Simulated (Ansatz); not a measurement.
**BeH₃− (singlet): wave-function methods side by side at scale of all distances = 0.867, 6-31++G****

The task here is to estimate one member of a computed series from the others.

Computed with Ansatz 0.2.0, Gaussian basis. Level: 6-31++G**, core rule «outside noble gas», up to 1 orbitals frozen.

To be run: UHF; CCSD(T) on RHF; BCCD(T) on RHF; CISD; CCSDT(Q) on RHF; CASSCF and MRCISD+Q, 2 electrons in 2 orbitals; CASSCF and NEVPT2, 2 electrons in 2 orbitals; CASSCF and MRCISD+Q, 6 electrons in 7 orbitals; CASSCF and NEVPT2, 6 electrons in 7 orbitals; Full CI.

20 further runs of the same task are left out: 6 for a known fault of the program, 11 that didn't finish, 3 set aside as unsound or not needed.

## What is computed

The geometry derives from a PBE0/def2-TZVPD stationary point (not a proven minimum). All distances are scaled together.

4 atoms, charge -1, spin multiplicity 1.

Atoms are counted from 1 here; the program's logs count them from 0.

Bond lengths: Be1–H2 1.236 Å, Be1–H3 1.236 Å, Be1–H4 1.236 Å. Angles: H2–Be1–H3 120.0°, H2–Be1–H4 120.0°, H3–Be1–H4 120.0°.

Set-up of the first run:

The input, in.yaml:

```yaml
crystal:
  periodic: [false, false, false]
  atoms:
    - {symbol: Be, position_ang: [0.000000, 0.000000, 0.000000]}
    - {symbol: H, position_ang: [1.235833, 0.012393, 0.000000]}
    - {symbol: H, position_ang: [-0.628649, 1.064062, -0.002774]}
    - {symbol: H, position_ang: [-0.607184, -1.076455, 0.002774]}
basis:
  gaussian: {orbitals: "6-31++G**"}
total_charge: -1
magnetization: {spin_polarized: true, initial_magnetization: 0}
hamiltonian: {xc: hf}
output: {orbitals: {seedname: orbitals}}
```

Started as:

```
$ ansatz run in.yaml --threads 1 --pin off --events-out ev --progress --plain --max-ram 2393MiB
```

Steps of the session up to this table: UHF; CCSD(T) on RHF; BCCD(T) on RHF; CISD; CCSDT(Q) on RHF; CASSCF and MRCISD+Q, 2 electrons in 2 orbitals; CASSCF and NEVPT2, 2 electrons in 2 orbitals; CASSCF and MRCISD+Q, 6 electrons in 7 orbitals; CASSCF and NEVPT2, 6 electrons in 7 orbitals; Full CI.

One table of the session follows, with a row left open; its other results are not shown here.

```
          method  from FCI (meV)
             RHF         +2781.8
            RMP2          +592.3
            CISD          +123.4
           RCCSD           +43.0
        RCCSD(T)            +9.3
         BCCD(T)            +9.2
          RCCSDT            +0.7
       RCCSDT(Q)            +0.1
     CASSCF pair               ?
     NEVPT2 pair          +598.6
     MRCISD pair           +98.6
   MRCISD+Q pair           -11.9
  CASSCF valence         +1742.1
  NEVPT2 valence          +549.4
  MRCISD valence           +51.6
MRCISD+Q valence            -3.6
             FCI               0
```

Estimate the missing values for CASSCF pair.

**Answer.** from FCI (meV): +2465.6. In the column «from FCI (meV)» it lies between CASSCF valence (+1742.1) and RHF (+2781.8).

Caveats from the session: MRCISD+Q pair, MRCISD+Q valence fall below full CI: the +Q correction isn't variational, and the cores differ from full CI's.
